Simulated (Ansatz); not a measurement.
# In₂H₂Cl₂F₂: taking an electron away

Aim: the vertical ionisation energy of In₂H₂Cl₂F₂, as cation minus neutral at the neutral's geometry, on several levels, and how well −ε(HOMO) stands in for it.

Computed with Ansatz 0.2.0, Gaussian basis. Level: unrestricted cation, the program's frozen cores in correlated methods.

Levels to be run: UKS PBE-D4/def2-TZVPP; UKS r2SCAN-D4/def2-TZVPP; UKS PBE0-D4/def2-TZVPP; UKS B3LYP-D4/def2-TZVPP; UKS wB97X-V/def2-TZVPP; UKS wB97M-V/def2-TZVPP; UKS B2PLYP/def2-TZVPP; UHF-CCSD(T)/def2-TZVPP; UHF-MP2/def2-QZVPP; extrapolation to the limit; then −ε(HOMO) from the neutral's earlier runs with LDA (SPW92), PBE-D4, revPBE-D4, BLYP-D4, r2SCAN-D4, B97M-V, PBE0-D4, B3LYP-D4, r2SCANh-D4, r2SCAN0-D4, HSE06-D4, BHLYP-D4, CAM-B3LYP-D4, LC-ωPBE, ωB97X-V, ωB97M-V.

### 1 The geometry

The geometry comes from an earlier relaxation with PBE0-D4/def2-TZVP; it is a stationary point, not always the lowest conformer. In takes the def2 core potential; no spin-orbit term is included.

SMILES `[F][In@H-]1[Cl+][In@@H-]([F])[Cl+]1`, 8 atoms, charge 0, spin multiplicity 1.

Atoms are counted from 1 here; the program's logs count them from 0.

Bond lengths: F1–In2 1.931 Å, In2–Cl3 2.520 Å, In2–Cl6 2.520 Å, In2–H7 1.687 Å, Cl3–In4 2.520 Å, In4–F5 1.931 Å, In4–Cl6 2.520 Å, In4–H8 1.687 Å. Angles: F1–In2–Cl3 102.2°, F1–In2–Cl6 102.2°, F1–In2–H7 130.4°, Cl3–In2–Cl6 87.6°, Cl3–In2–H7 112.9°, Cl6–In2–H7 112.8°, In2–Cl3–In4 92.3°, Cl3–In4–F5 102.2°, Cl3–In4–Cl6 87.6°, Cl3–In4–H8 112.8°, F5–In4–Cl6 102.2°, F5–In4–H8 130.4°, Cl6–In4–H8 112.8°, In2–Cl6–In4 92.3°.

As a file:

```xyz
8

F     2.4575   -1.5746    0.0481
In    1.7989    0.2383    0.1426
Cl    0.1075    0.2879   -1.7244
In   -1.8154   -0.0323   -0.1279
F    -2.1770   -1.9216   -0.2985
Cl   -0.1322    0.0201    1.7463
H     2.6297    1.6969    0.3129
H    -2.8689    1.2852   -0.0991
```

### 2 Cation, UKS PBE-D4/def2-TZVPP

Input file in.yaml:

```yaml
crystal:
  periodic: [false, false, false]
  atoms:
    - {symbol: F, position_ang: [2.457488, -1.574551, 0.048101]}
    - {symbol: In, position_ang: [1.798913, 0.238346, 0.142559]}
    - {symbol: Cl, position_ang: [0.107511, 0.287888, -1.724380]}
    - {symbol: In, position_ang: [-1.815448, -0.032267, -0.127908]}
    - {symbol: F, position_ang: [-2.177003, -1.921555, -0.298543]}
    - {symbol: Cl, position_ang: [-0.132214, 0.020078, 1.746318]}
    - {symbol: H, position_ang: [2.629666, 1.696851, 0.312946]}
    - {symbol: H, position_ang: [-2.868923, 1.285220, -0.099093]}
basis:
  gaussian: {orbitals: def2-TZVPP}
total_charge: 1
magnetization: {spin_polarized: true, initial_magnetization: 1}
hamiltonian: {xc: pbe, dispersion: d4}
```

Run with:

```sh
$ ansatz run in.yaml --threads 2 --pin off --events-out ev --progress --plain --max-ram 22528MiB --backend cuda --devices 0, --max-vram 18GiB
```

The runs that follow: Cation, UKS r2SCAN-D4/def2-TZVPP; Cation, UKS PBE0-D4/def2-TZVPP; Cation, UKS B3LYP-D4/def2-TZVPP; Cation, UKS wB97X-V/def2-TZVPP; Cation, UKS wB97M-V/def2-TZVPP; Cation, UKS B2PLYP (frozen core)/def2-TZVPP; Cation, UHF-CCSD(T)/def2-TZVPP; Cation, UHF-MP2/def2-QZVPP.

Q: Predict the results of all the runs planned. Wanted: ionisation energy, CCSD(T)/CBS; nearest functional by difference; nearest −ε(HOMO); −ε(HOMO) of PBE; T1 of the cation.

The runs gave:

| quantity | value |
| --- | --- |
| ionisation energy, CCSD(T)/CBS | 12.36 eV |
| nearest functional by difference | ωB97X-V (-0.32 eV) |
| nearest −ε(HOMO) | LC-ωPBE (-0.05 eV) |
| −ε(HOMO) of PBE | 8.09 eV |
| T1 of the cation | 0.035 |

**Reading.** Energy differences with functionals land within 1.77 eV of the reference. The PBE orbital energy is 4.3 eV too small: a semilocal HOMO is no ionisation energy. Among orbital estimates LC-ωPBE comes nearest. Hartree-Fock falls 0.89 eV short, as the neutral has more correlation energy than the cation. The cation's T1 (from the report) is 0.035, near the customary mark of 0.045 for open shells, so the coupled-cluster value is less safe. The cation may have settled in a state other than its lowest; no search over hole states beyond the program's own was made. Correlated methods include outer-core shells of In, which these sets cover unevenly. With outer-core shells in play the last digit of the reference is unsure.
